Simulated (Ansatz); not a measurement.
**GaBH3ClO (SMILES O[B](Cl)[GaH2]) at RPA@PBE/6-31G(d) (spherical functions)**

What is the energy change on altering one bond length of GaBH3ClO at RPA@PBE/6-31G* (spherical functions)? 

The calculation is run with Ansatz 0.2.0.

127 further runs of the same task are left out: 127 set aside as unsound or not needed.

### Step 1. Starting point

GaBH3ClO has 7 atoms, charge 0, and is taken as a singlet. As SMILES, `O[B](Cl)[GaH2]`. The shape is that of a PBE0-D4/def2-TZVP optimisation. This is one conformer, not always the lowest.

Bond lengths: O1–B2 1.344 Å, B2–Cl3 1.789 Å, B2–Ga4 2.095 Å, O1–H5 0.965 Å, Ga4–H6 1.572 Å, Ga4–H7 1.572 Å. Angles: O1–B2–Cl3 118.4°, O1–B2–Ga4 123.4°, Cl3–B2–Ga4 118.3°, B2–O1–H5 114.1°, B2–Ga4–H6 121.3°, B2–Ga4–H7 121.3°, H6–Ga4–H7 117.4°.

### Step 2. A single-point energy at RPA@PBE/6-31G(d) (spherical functions)

File input.yaml:

```yaml
crystal:
  periodic: [false, false, false]
  atoms:
    - {symbol: O, position_ang: [-0.845500, -1.229100, 0.927100]}
    - {symbol: B, position_ang: [-0.031900, -0.664900, 0.017900]}
    - {symbol: Cl, position_ang: [0.899000, -1.736200, -1.070500]}
    - {symbol: Ga, position_ang: [0.202400, 1.406200, -0.190800]}
    - {symbol: H, position_ang: [-0.850900, -2.194300, 0.905900]}
    - {symbol: H, position_ang: [-0.691300, 2.232500, -1.186100]}
    - {symbol: H, position_ang: [1.318000, 2.185900, 0.596500]}
basis:
  gaussian: {orbitals: 6-31G_st_-spherical.json}
hamiltonian: {xc: {name: PBE}}
correlation: {method: rpa, frozen_orbitals: {B: 1, Cl: 5, Ga: 9, H: 0, O: 1}}
accuracy: high
```

The basis set 6-31G* is read from a file made from the Basis Set Exchange's data (not shown).

Launch:

```bash
$ ansatz run input.yaml --threads 1 --pin off --max-ram 3480MiB --events-out events.jsonl --progress --plain --runs-dir runs
```

Log:

```text
Warning: RAYON_NUM_THREADS=1 ignored (pool sized by the plan → 1); use --threads N
Functional definition: PBE
  name "PBE"
  parameter kappa = 0.804
  parameter beta = 0.06672455060314922
  exchange = pbe_x(kappa = kappa, mu = beta*pi^2/3)
  correlation = pbe_c(beta = beta)
1791 factors; integrals over basis functions are off by at most 1.5e-8 eV
mean field evaluation 1: about -67644.9079 eV, gradient 5.4e1 eV
mean field evaluation 2: about -67644.8980 eV, gradient 5.4e1 eV
mean field evaluation 4: about -67648.9926 eV, gradient 1.9e1 eV
mean field evaluation 8: about -67649.8000 eV, gradient 4.2e-1 eV
mean field evaluation 16: about -67649.7994 eV, gradient 1.0e-4 eV
mean field -67649.79935899 eV, -2486.0842717621 hartree, gradient 4.6e-8 eV, S^2 0.000000; 0 other end points of the search recorded, 0 dependent functions left out
16 core orbitals not correlated: weight in the atoms' cores, before any rotation towards them, 1.000 or more for the frozen orbitals, at most 0.000 for the correlated occupied ones
reference -67586.32531983 eV, -2483.7516438472 hartree; 16, 16 occupied and 52, 52 virtual orbitals, 1791 factors
Total energy: -67611.65450517 eV, -2484.6824742397 hartree
```

Wall time 15 s (1 thread of Arm Neoverse V1, shared host); peak memory 0.28 GiB.

### Step 3. The distorted shape at the same level

File molecule.yaml:

```yaml
crystal:
  periodic: [false, false, false]
  atoms:
    - {symbol: O, position_ang: [-1.124769, -0.907711, 1.253619]}
    - {symbol: B, position_ang: [-0.311169, -0.343511, 0.344419]}
    - {symbol: Cl, position_ang: [0.899000, -1.736200, -1.070500]}
    - {symbol: Ga, position_ang: [-0.076869, 1.727589, 0.135719]}
    - {symbol: H, position_ang: [-1.130169, -1.872911, 1.232419]}
    - {symbol: H, position_ang: [-0.970569, 2.553889, -0.859581]}
    - {symbol: H, position_ang: [1.038731, 2.507289, 0.923019]}
basis:
  gaussian: {orbitals: 6-31G_st_-spherical.json}
hamiltonian: {xc: pbe}
correlation: {method: rpa, frozen_orbitals: {B: 1, Cl: 5, Ga: 9, H: 0, O: 1}}
accuracy: high
```

The basis set 6-31G* is read from a file made from the Basis Set Exchange's data (not shown).

Launch:

```bash
$ ansatz run molecule.yaml --threads 1 --pin off --max-ram 3480MiB --events-out events.jsonl --progress --plain --runs-dir runs
```

Log:

```text
Warning: RAYON_NUM_THREADS=1 ignored (pool sized by the plan → 1); use --threads N
Functional definition: PBE
  name "PBE"
  parameter kappa = 0.804
  parameter beta = 0.06672455060314922
  exchange = pbe_x(kappa = kappa, mu = beta*pi^2/3)
  correlation = pbe_c(beta = beta)
1787 factors; integrals over basis functions are off by at most 2.2e-8 eV
mean field evaluation 1: about -67644.0891 eV, gradient 5.3e1 eV
mean field evaluation 2: about -67644.0812 eV, gradient 5.3e1 eV
mean field evaluation 4: about -67647.8532 eV, gradient 1.9e1 eV
mean field evaluation 8: about -67648.7187 eV, gradient 2.2e-1 eV
mean field evaluation 16: about -67648.7178 eV, gradient 1.4e-5 eV
mean field -67648.71779405 eV, -2486.0445249835 hartree, gradient 1.7e-8 eV, S^2 0.000000; 0 other end points of the search recorded, 0 dependent functions left out
16 core orbitals not correlated: weight in the atoms' cores, before any rotation towards them, 1.000 or more for the frozen orbitals, at most 0.000 for the correlated occupied ones
reference -67585.00491763 eV, -2483.7031199611 hartree; 16, 16 occupied and 52, 52 virtual orbitals, 1787 factors
Total energy: -67610.46305186 eV, -2484.6386891379 hartree
```

It took 15 s on 1 thread of Arm Neoverse V1, shared host; peak memory 0.29 GiB.

### Step 4. What came out

At RPA@PBE/6-31G* (spherical functions), 16 core orbitals frozen:

| quantity | value |
| --- | --- |
| first shape: total energy | -2484.68247 Eh |
| first shape: RPA correlation energy (valence) | -930.8 mEh |
| distorted shape: total energy | -2484.63869 Eh |
| distorted shape: RPA correlation energy (valence) | -935.6 mEh |
| energy change with the B2–Cl3 bond stretched from 1.789 to 2.325 Å | 1.191 eV |

With the B2–Cl3 bond stretched from 1.789 to 2.325 Å the energy rises by 1.19 eV (27 kcal/mol). The first shape isn't relaxed at this level, so the change isn't measured from a minimum.
